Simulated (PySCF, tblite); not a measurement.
# C₄H₉B: a rotation path, then NMR shifts and spin-spin couplings on frames, part 2 of 3

tblite 0.8.0 and PySCF 2.14.0. Atoms count from 0. The steps go on from the part before.

### 6 Spin-spin couplings: image 2, B3LYP/pcJ-1

What the job is given:

```
{"job": {"kind": "j", "xc": "B3LYP", "basis": "pcJ-1"}, "charge": 0, "multiplicity": 1}
B     -2.174400     0.874700     0.516800
C     -1.164300    -0.125800    -0.140000
C      0.188900    -0.318800     0.571400
C      1.262100    -0.686900    -0.401000
C      2.341700     0.036000    -0.632400
H     -3.204100     1.064900    -0.005900
H     -1.911400     1.444900     1.503900
H     -0.976300     0.230100    -1.160800
H     -1.640900    -1.101400    -0.285000
H      0.473300     0.597700     1.089400
H      0.089900    -1.109100     1.320700
H      1.096800    -1.601900    -0.955000
H      3.080500    -0.258100    -1.357800
H      2.537400     0.953300    -0.101400
```

Level: B3LYP/pcJ-1 indirect spin-spin coupling, non-relativistic, gas phase.

What it wrote:

```text
coarse grid: 11016 points
cycle   1  E = -182.5703967882  dE =  2.314e-01  |g| = 4.409e-01  |ddm| = 2.833e+00
cycle   2  E = -182.5605210024  dE =  9.876e-03  |g| = 4.854e-01  |ddm| = 7.767e-01
cycle   3  E = -182.6230112381  dE = -6.249e-02  |g| = 3.852e-02  |ddm| = 4.354e-01
cycle   4  E = -182.6231886608  dE = -1.774e-04  |g| = 2.824e-02  |ddm| = 5.626e-02
cycle   5  E = -182.6233736797  dE = -1.850e-04  |g| = 8.773e-03  |ddm| = 2.585e-02
cycle   6  E = -182.6233924649  dE = -1.879e-05  |g| = 2.076e-03  |ddm| = 7.375e-03
cycle   7  E = -182.6233934609  dE = -9.960e-07  |g| = 4.499e-04  |ddm| = 1.653e-03
final grid: 104392 points
cycle   8  E = -182.6634476220  dE = -9.545e-05  |g| = 5.991e-03  |ddm| = 1.959e-02
cycle   9  E = -182.6634441233  dE =  3.499e-06  |g| = 6.941e-03  |ddm| = 1.054e-02
cycle  10  E = -182.6634566286  dE = -1.251e-05  |g| = 8.034e-04  |ddm| = 5.949e-03
cycle  11  E = -182.6634566724  dE = -4.381e-08  |g| = 6.867e-04  |ddm| = 1.072e-03
cycle  12  E = -182.6634567903  dE = -1.179e-07  |g| = 8.212e-05  |ddm| = 5.015e-04
cycle  13  E = -182.6634567919  dE = -1.634e-09  |g| = 1.607e-05  |ddm| = 6.875e-05
cycle  14  E = -182.6634567920  dE = -5.377e-11  |g| = 5.310e-06  |ddm| = 1.625e-05
converged SCF energy = -182.6634567920

Indirect spin-spin couplings (Hz)
  i      j    bonds     total        FC       PSO       DSO        SD
  0 B    1 C    1     48.685    51.144    -2.843     0.148     0.236
  0 B    2 C    2     -0.591    -0.429    -0.118    -0.018    -0.027
  0 B    3 C    3      5.421     5.393     0.111    -0.068    -0.015
  0 B    4 C    4      0.181     0.204     0.027    -0.056     0.005
  0 B    5 H    1    128.774   129.770    -1.876     0.322     0.559
  0 B    6 H    1    131.158   132.206    -1.962     0.354     0.560
  0 B    7 H    2     -4.709    -4.638     0.009    -0.285     0.205
  0 B    8 H    2     -3.005    -2.830     0.001    -0.356     0.180
  0 B    9 H    3      5.930     6.226    -0.344     0.079    -0.032
  0 B   10 H    3      0.017     0.201     0.069    -0.232    -0.022
  1 C    2 C    1     32.879    32.574     0.116     0.189         -
  1 C    3 C    2     -2.723    -2.508    -0.233     0.018         -
  1 C    4 C    3      3.411     3.290     0.174    -0.054         -
  1 C    5 H    2      5.645     6.137    -0.315    -0.176         -
  1 C    6 H    2      3.619     4.114    -0.313    -0.182         -
  1 C    7 H    1    118.592   116.345     1.475     0.773         -
  1 C    8 H    1    122.061   119.793     1.525     0.743         -
  1 C    9 H    2     -1.641    -1.686     0.202    -0.157         -
  1 C   10 H    2     -5.022    -5.097     0.239    -0.163         -
  1 C   11 H    3      2.731     2.735     0.014    -0.018         -
  1 C   12 H    4     -1.571    -1.579     0.283    -0.275         -
  1 C   13 H    4     -1.646    -1.629     0.139    -0.157         -
  2 C    3 C    1     42.394    43.654    -1.465     0.205         -
  2 C    4 C    2      1.170     1.540    -0.320    -0.050         -
  2 C    5 H    3      9.337     9.376     0.260    -0.299         -
  2 C    6 H    3      7.615     7.596    -0.043     0.062         -
  2 C    7 H    2     -3.017    -3.130     0.232    -0.120         -
  2 C    8 H    2     -3.202    -3.264     0.203    -0.141         -
  2 C    9 H    1    135.113   133.456     0.787     0.870         -
  2 C   10 H    1    132.652   130.846     0.976     0.830         -
  2 C   11 H    2      4.802     4.953     0.103    -0.255         -
  2 C   12 H    3     12.416    12.512     0.398    -0.494         -
  2 C   13 H    3      8.227     8.389    -0.146    -0.016         -
  3 C    4 C    1     78.059    87.809    -9.890     0.139         -
  3 C    5 H    4      0.767     0.756     0.212    -0.201         -
  3 C    7 H    3      6.322     6.207    -0.128     0.242         -
  3 C    8 H    3      0.481     0.546     0.003    -0.068         -
  3 C    9 H    2     -3.767    -3.386    -0.238    -0.143         -
  3 C   10 H    2     -7.057    -6.985     0.059    -0.131         -
  3 C   11 H    1    156.732   155.715     0.202     0.814         -
  3 C   12 H    2     -0.964     0.875    -1.276    -0.563         -
  3 C   13 H    2     -1.180     0.791    -1.431    -0.541         -
  4 C    5 H    5      0.171     0.190     0.156    -0.175         -
  4 C    8 H    4     -0.281    -0.288     0.324    -0.317         -
  4 C    9 H    3      7.483     7.827    -0.362     0.018         -
  4 C   10 H    3      6.463     6.603     0.276    -0.416         -
  4 C   11 H    2      1.868     3.625    -1.196    -0.561         -
  4 C   12 H    1    162.246   161.115     0.583     0.548         -
  4 C   13 H    1    160.678   159.561     0.530     0.587         -
  5 H    6 H    2      5.671     5.951     1.969    -2.249         -
  5 H    7 H    3      1.046     1.136     0.387    -0.476         -
  5 H    8 H    3      0.848     0.957     0.482    -0.590         -
  5 H   10 H    4     -0.731    -0.634     1.063    -1.161         -
  6 H    7 H    3      1.203     1.362     1.551    -1.711         -
  6 H    8 H    3      1.646     1.825     1.643    -1.822         -
  6 H    9 H    4     -0.152    -0.197    -1.208     1.253         -
  6 H   10 H    4     -0.295    -0.232     0.179    -0.242         -
  6 H   11 H    5      0.199     0.239     0.984    -1.024         -
  7 H    8 H    2    -23.657   -23.869     2.160    -1.948         -
  7 H    9 H    3      0.474     0.570     1.174    -1.270         -
  7 H   10 H    3     12.050    12.122     2.585    -2.657         -
  7 H   12 H    5      0.222     0.290     0.495    -0.562         -
  8 H    9 H    3     11.936    12.003     2.616    -2.683         -
  8 H   10 H    3      9.223     9.249    -0.175     0.149         -
  8 H   11 H    4     -0.243    -0.227    -0.578     0.563         -
  9 H   10 H    2    -13.495   -13.636     2.342    -2.201         -
  9 H   11 H    3     12.039    12.180     2.801    -2.942         -
  9 H   12 H    4     -0.304    -0.125     1.542    -1.721         -
  9 H   13 H    4     -0.564    -0.565    -1.596     1.596         -
 10 H   11 H    3      4.326     4.381     0.601    -0.656         -
 10 H   12 H    4     -2.139    -2.006     1.571    -1.705         -
 10 H   13 H    4     -2.580    -2.432     1.080    -1.228         -
 11 H   12 H    3     11.204    11.682     0.255    -0.733         -
 11 H   13 H    3     17.309    17.872     2.830    -3.393         -
 12 H   13 H    2      0.537     0.291     3.841    -3.594         -
```

Wall time 26 s (1 thread of Arm Neoverse V1, shared host); peak memory 0.89 GiB.

Key values: J(C4,H12) 162.2 Hz, J(C4,H13) 160.7 Hz, J(C3,H11) 156.7 Hz (means over like pairs).

### 7 NMR shieldings: image 4, PBE0/pcSseg-1

What the job is given:

```
{"job": {"kind": "nmr", "xc": "PBE0", "basis": "pcSseg-1", "pop": false}, "charge": 0, "multiplicity": 1}
B     -1.997300     1.019500     0.369500
C     -1.215600    -0.269600    -0.051800
C      0.170400    -0.501000     0.593700
C      1.234900    -0.619300    -0.448500
C      2.264500     0.196500    -0.572800
H     -3.043600     1.231400    -0.110100
H     -1.559300     1.767900     1.154700
H     -1.097400    -0.240300    -1.142000
H     -1.853200    -1.144800     0.113700
H      0.418100     0.320400     1.266400
H      0.152400    -1.419900     1.186300
H      1.107400    -1.436900    -1.147000
H      2.996200     0.075600    -1.353300
H      2.422100     1.019900     0.104100
```

Method: GIAO PBE0/pcSseg-1 NMR shielding, non-relativistic, gas phase.

What it wrote:

```text
coarse grid: 11016 points
cycle   1  E = -182.3048831833  dE =  2.981e-01  |g| = 3.691e-01  |ddm| = 3.091e+00
cycle   2  E = -182.3063556553  dE = -1.472e-03  |g| = 3.745e-01  |ddm| = 6.526e-01
cycle   3  E = -182.3438104212  dE = -3.745e-02  |g| = 2.635e-02  |ddm| = 3.402e-01
cycle   4  E = -182.3439317724  dE = -1.214e-04  |g| = 1.534e-02  |ddm| = 3.793e-02
cycle   5  E = -182.3439857622  dE = -5.399e-05  |g| = 5.413e-03  |ddm| = 1.620e-02
cycle   6  E = -182.3439928764  dE = -7.114e-06  |g| = 1.532e-03  |ddm| = 5.064e-03
final grid: 104392 points
cycle   7  E = -182.3734137237  dE = -3.330e-05  |g| = 7.367e-03  |ddm| = 2.426e-02
cycle   8  E = -182.3734113108  dE =  2.413e-06  |g| = 8.103e-03  |ddm| = 1.270e-02
cycle   9  E = -182.3734281762  dE = -1.687e-05  |g| = 6.963e-04  |ddm| = 6.490e-03
cycle  10  E = -182.3734282852  dE = -1.090e-07  |g| = 2.597e-04  |ddm| = 6.889e-04
cycle  11  E = -182.3734283012  dE = -1.600e-08  |g| = 7.456e-05  |ddm| = 2.551e-04
cycle  12  E = -182.3734283026  dE = -1.377e-09  |g| = 1.821e-05  |ddm| = 6.829e-05
cycle  13  E = -182.3734283027  dE = -8.589e-11  |g| = 2.637e-06  |ddm| = 1.960e-05
converged SCF energy = -182.3734283027

GIAO shielding tensors (ppm)
atom      isotropic    diamagn.    paramagn.     s11        s22        s33       span
  0 B        5.173     191.399    -186.226    -76.002    -28.988    120.509    196.511
  1 C      150.715     251.628    -100.912    113.790    158.810    179.546     65.756
  2 C      146.557     246.673    -100.116    127.112    148.642    163.918     36.806
  3 C       36.145     257.139    -220.994    -89.272     42.835    154.872    244.144
  4 C       68.364     253.848    -185.484    -39.788     88.305    156.575    196.363
  5 H       23.585      29.272      -5.688     15.932     27.040     27.782     11.850
  6 H       23.522      29.822      -6.299     14.666     27.568     28.334     13.668
  7 H       30.307      31.534      -1.228     25.217     31.067     34.636      9.419
  8 H       29.528      30.337      -0.809     24.206     28.963     35.416     11.210
  9 H       29.112      32.888      -3.776     25.633     28.450     33.253      7.619
 10 H       28.932      30.814      -1.882     25.552     27.827     33.417      7.865
 11 H       25.536      31.751      -6.216     23.354     24.857     28.395      5.040
 12 H       26.595      29.176      -2.581     23.964     25.467     30.355      6.390
 13 H       26.401      31.717      -5.316     23.488     25.700     30.014      6.526
```

Run time: 8.4 s. Hardware: 1 thread of Arm Neoverse V1, shared host; peak memory 0.63 GiB.

Key values: δ C3 150.8, C4 118.6, C2 40.4, C1 36.2, H6 8.19, H5 8.13 ppm.

### 8 Indirect couplings: image 4, B3LYP/pcJ-1

The job, as its differences from that of step 7:

```diff
@@ -1,2 +1,2 @@
-{"job": {"kind": "nmr", "xc": "PBE0", "basis": "pcSseg-1", "pop": false}, "charge": 0, "multiplicity": 1}
+{"job": {"kind": "j", "xc": "B3LYP", "basis": "pcJ-1"}, "charge": 0, "multiplicity": 1}
 B     -1.997300     1.019500     0.369500
```

With the program's defaults for keys left out, this is: B3LYP/pcJ-1 indirect spin-spin coupling, non-relativistic, gas phase.

What it wrote:

```text
coarse grid: 11016 points
cycle   1  E = -182.5680986797  dE =  2.308e-01  |g| = 4.412e-01  |ddm| = 2.827e+00
cycle   2  E = -182.5577096599  dE =  1.039e-02  |g| = 4.875e-01  |ddm| = 7.830e-01
cycle   3  E = -182.6208004893  dE = -6.309e-02  |g| = 3.715e-02  |ddm| = 4.388e-01
cycle   4  E = -182.6209707151  dE = -1.702e-04  |g| = 2.650e-02  |ddm| = 5.380e-02
cycle   5  E = -182.6211319782  dE = -1.613e-04  |g| = 8.532e-03  |ddm| = 2.506e-02
cycle   6  E = -182.6211495809  dE = -1.760e-05  |g| = 2.148e-03  |ddm| = 7.212e-03
cycle   7  E = -182.6211506531  dE = -1.072e-06  |g| = 4.370e-04  |ddm| = 1.688e-03
final grid: 104392 points
cycle   8  E = -182.6612350566  dE = -9.665e-05  |g| = 5.930e-03  |ddm| = 2.023e-02
cycle   9  E = -182.6612316666  dE =  3.390e-06  |g| = 6.850e-03  |ddm| = 1.038e-02
cycle  10  E = -182.6612438521  dE = -1.219e-05  |g| = 7.850e-04  |ddm| = 5.883e-03
cycle  11  E = -182.6612438893  dE = -3.720e-08  |g| = 6.805e-04  |ddm| = 1.054e-03
cycle  12  E = -182.6612440050  dE = -1.158e-07  |g| = 8.283e-05  |ddm| = 5.024e-04
cycle  13  E = -182.6612440067  dE = -1.631e-09  |g| = 1.785e-05  |ddm| = 7.005e-05
cycle  14  E = -182.6612440067  dE = -7.083e-11  |g| = 4.930e-06  |ddm| = 1.778e-05
converged SCF energy = -182.6612440067

Indirect spin-spin couplings (Hz)
  i      j    bonds     total        FC       PSO       DSO        SD
  0 B    1 C    1     49.210    51.709    -2.879     0.148     0.231
  0 B    2 C    2     -0.681    -0.398    -0.223    -0.018    -0.043
  0 B    3 C    3      2.318     2.332     0.060    -0.048    -0.025
  0 B    5 H    1    128.300   129.275    -1.857     0.325     0.557
  0 B    6 H    1    131.728   132.766    -1.960     0.363     0.560
  0 B    7 H    2     -4.786    -4.669    -0.034    -0.286     0.203
  0 B    8 H    2     -3.239    -3.077    -0.006    -0.343     0.187
  0 B    9 H    3      8.456     8.809    -0.442     0.126    -0.036
  0 B   10 H    3      2.051     2.189     0.275    -0.399    -0.013
  1 C    2 C    1     33.548    33.064     0.295     0.189         -
  1 C    3 C    2     -2.538    -2.350    -0.207     0.019         -
  1 C    4 C    3      3.685     3.606     0.132    -0.053         -
  1 C    5 H    2      5.847     6.345    -0.319    -0.178         -
  1 C    6 H    2      3.452     3.957    -0.326    -0.180         -
  1 C    7 H    1    119.166   116.904     1.488     0.773         -
  1 C    8 H    1    120.205   117.910     1.565     0.730         -
  1 C    9 H    2     -1.069    -1.126     0.216    -0.158         -
  1 C   10 H    2     -5.311    -5.384     0.250    -0.177         -
  1 C   11 H    3      3.069     3.065     0.023    -0.019         -
  1 C   12 H    4     -1.668    -1.673     0.278    -0.273         -
  1 C   13 H    4     -1.775    -1.751     0.131    -0.156         -
  2 C    3 C    1     42.182    43.428    -1.450     0.204         -
  2 C    4 C    2      1.130     1.506    -0.325    -0.051         -
  2 C    5 H    3      9.777     9.824     0.251    -0.298         -
  2 C    6 H    3      7.830     7.859    -0.086     0.056         -
  2 C    7 H    2     -2.959    -3.137     0.302    -0.124         -
  2 C    8 H    2     -3.005    -3.047     0.192    -0.149         -
  2 C    9 H    1    135.576   133.940     0.771     0.866         -
  2 C   10 H    1    132.566   130.743     1.003     0.820         -
  2 C   11 H    2      4.675     4.832     0.093    -0.250         -
  2 C   12 H    3     12.326    12.426     0.393    -0.493         -
  2 C   13 H    3      8.072     8.235    -0.145    -0.019         -
  3 C    4 C    1     77.979    87.737    -9.897     0.140         -
  3 C    6 H    4     -0.163    -0.138     0.089    -0.113         -
  3 C    7 H    3      8.893     8.776    -0.184     0.301         -
  3 C    8 H    3      1.161     1.221     0.173    -0.233         -
  3 C    9 H    2     -4.165    -3.796    -0.230    -0.140         -
  3 C   10 H    2     -7.679    -7.606     0.051    -0.124         -
  3 C   11 H    1    157.120   156.101     0.201     0.818         -
  3 C   12 H    2     -0.949     0.893    -1.281    -0.561         -
  3 C   13 H    2     -1.256     0.706    -1.424    -0.538         -
  4 C    5 H    5      0.155     0.170     0.152    -0.167         -
  4 C    8 H    4     -0.349    -0.361     0.366    -0.354         -
  4 C    9 H    3      7.611     7.950    -0.356     0.016         -
  4 C   10 H    3      6.925     7.061     0.279    -0.415         -
  4 C   11 H    2      1.943     3.691    -1.190    -0.559         -
  4 C   12 H    1    162.343   161.208     0.586     0.549         -
  4 C   13 H    1    160.850   159.734     0.528     0.588         -
  5 H    6 H    2      5.671     5.948     1.955    -2.231         -
  5 H    7 H    3      0.939     1.034     0.379    -0.474         -
  5 H    8 H    3      0.745     0.854     0.457    -0.566         -
  5 H   10 H    4     -0.245    -0.164     1.179    -1.260         -
  6 H    7 H    3      1.039     1.203     1.561    -1.725         -
  6 H    8 H    3      1.330     1.508     1.627    -1.805         -
  6 H    9 H    4     -0.285    -0.362    -1.487     1.564         -
  6 H   10 H    4     -0.241    -0.166     0.809    -0.884         -
  6 H   11 H    5      0.173     0.228     0.990    -1.045         -
  7 H    8 H    2    -24.437   -24.649     2.152    -1.940         -
  7 H    9 H    3      3.489     3.573     2.010    -2.094         -
  7 H   10 H    3      4.383     4.476     2.025    -2.117         -
  7 H   11 H    4     -0.237    -0.304    -1.104     1.170         -
  8 H    9 H    3      5.202     5.290     2.119    -2.207         -
  8 H   10 H    3     12.875    12.888    -0.504     0.491         -
  8 H   11 H    4     -0.378    -0.320     0.213    -0.272         -
  8 H   12 H    5      0.235     0.311     1.133    -1.208         -
  8 H   13 H    5      0.152     0.229     1.185    -1.263         -
  9 H   10 H    2    -13.651   -13.787     2.339    -2.202         -
  9 H   11 H    3     11.750    11.888     2.797    -2.935         -
  9 H   12 H    4     -0.319    -0.141     1.538    -1.716         -
  9 H   13 H    4     -0.583    -0.581    -1.584     1.582         -
 10 H   11 H    3      4.791     4.845     0.566    -0.620         -
 10 H   12 H    4     -2.363    -2.230     1.566    -1.699         -
 10 H   13 H    4     -2.751    -2.605     1.086    -1.233         -
 11 H   12 H    3     11.177    11.656     0.244    -0.723         -
 11 H   13 H    3     17.357    17.919     2.826    -3.389         -
 12 H   13 H    2      0.589     0.342     3.847    -3.600         -
```

It took 26 s on 1 thread of Arm Neoverse V1, shared host; peak memory 0.89 GiB.

Key values: J(C4,H12) 162.3 Hz, J(C4,H13) 160.8 Hz, J(C3,H11) 157.1 Hz (means over like pairs).

### 9 Shielding tensors: image 6, PBE0/pcSseg-1

What the job is given:

```
{"job": {"kind": "nmr", "xc": "PBE0", "basis": "pcSseg-1", "pop": false}, "charge": 0, "multiplicity": 1}
B     -1.798100     1.087500     0.181600
C     -1.258800    -0.377200     0.048500
C      0.155500    -0.654500     0.598300
C      1.178800    -0.522000    -0.482500
C      2.175100     0.342600    -0.492000
H     -2.866200     1.336600    -0.227100
H     -1.171700     1.922600     0.708400
H     -1.289200    -0.670700    -1.007400
H     -1.978000    -1.050300     0.529500
H      0.386700     0.035200     1.410700
H      0.204200    -1.672600     0.997400
H      1.051500    -1.207000    -1.312300
H      2.877400     0.393000    -1.307000
H      2.332100     1.036300     0.316900
```

Level: GIAO PBE0/pcSseg-1 NMR shielding, non-relativistic, gas phase.

What it wrote:

```text
coarse grid: 11016 points
cycle   1  E = -182.3064154491  dE =  2.980e-01  |g| = 3.709e-01  |ddm| = 3.092e+00
cycle   2  E = -182.3071329175  dE = -7.175e-04  |g| = 3.803e-01  |ddm| = 6.623e-01
cycle   3  E = -182.3457719998  dE = -3.864e-02  |g| = 2.577e-02  |ddm| = 3.465e-01
cycle   4  E = -182.3458758012  dE = -1.038e-04  |g| = 1.627e-02  |ddm| = 3.780e-02
cycle   5  E = -182.3459358706  dE = -6.007e-05  |g| = 5.869e-03  |ddm| = 1.719e-02
cycle   6  E = -182.3459443597  dE = -8.489e-06  |g| = 1.472e-03  |ddm| = 5.250e-03
final grid: 104392 points
cycle   7  E = -182.3753237160  dE = -3.496e-05  |g| = 7.361e-03  |ddm| = 2.455e-02
cycle   8  E = -182.3753215813  dE =  2.135e-06  |g| = 8.036e-03  |ddm| = 1.302e-02
cycle   9  E = -182.3753383608  dE = -1.678e-05  |g| = 4.765e-04  |ddm| = 6.594e-03
cycle  10  E = -182.3753384135  dE = -5.269e-08  |g| = 1.662e-04  |ddm| = 4.909e-04
cycle  11  E = -182.3753384194  dE = -5.891e-09  |g| = 6.830e-05  |ddm| = 1.706e-04
cycle  12  E = -182.3753384204  dE = -1.078e-09  |g| = 2.186e-05  |ddm| = 6.469e-05
cycle  13  E = -182.3753384206  dE = -1.240e-10  |g| = 2.549e-06  |ddm| = 2.204e-05
converged SCF energy = -182.3753384206

GIAO shielding tensors (ppm)
atom      isotropic    diamagn.    paramagn.     s11        s22        s33       span
  0 B        5.364     191.782    -186.418    -75.855    -31.205    123.151    199.006
  1 C      151.083     251.428    -100.345    116.480    157.248    179.522     63.042
  2 C      147.533     246.706     -99.173    137.721    145.300    159.579     21.858
  3 C       35.712     257.460    -221.748    -88.816     45.531    150.422    239.238
  4 C       67.970     253.905    -185.935    -40.296     87.041    157.165    197.461
  5 H       23.566      29.487      -5.922     15.931     26.909     27.858     11.927
  6 H       23.545      30.058      -6.512     14.530     27.493     28.613     14.083
  7 H       30.072      31.363      -1.291     25.087     30.600     34.528      9.441
  8 H       29.829      30.081      -0.252     24.363     28.922     36.202     11.840
  9 H       29.192      32.514      -3.322     26.232     28.201     33.142      6.910
 10 H       29.050      30.554      -1.504     25.172     28.031     33.947      8.774
 11 H       25.662      32.033      -6.372     23.400     24.982     28.604      5.204
 12 H       26.568      29.340      -2.772     23.891     25.476     30.337      6.446
 13 H       26.302      31.684      -5.382     23.263     25.710     29.933      6.670
```

Run time: 8.5 s. Hardware: 1 thread of Arm Neoverse V1, shared host; peak memory 0.63 GiB.

In short: δ C3 151.2, C4 119.0, C2 39.4, C1 35.8, H6 8.17, H5 8.15 ppm.

(Part 2 of 3 ends here.)
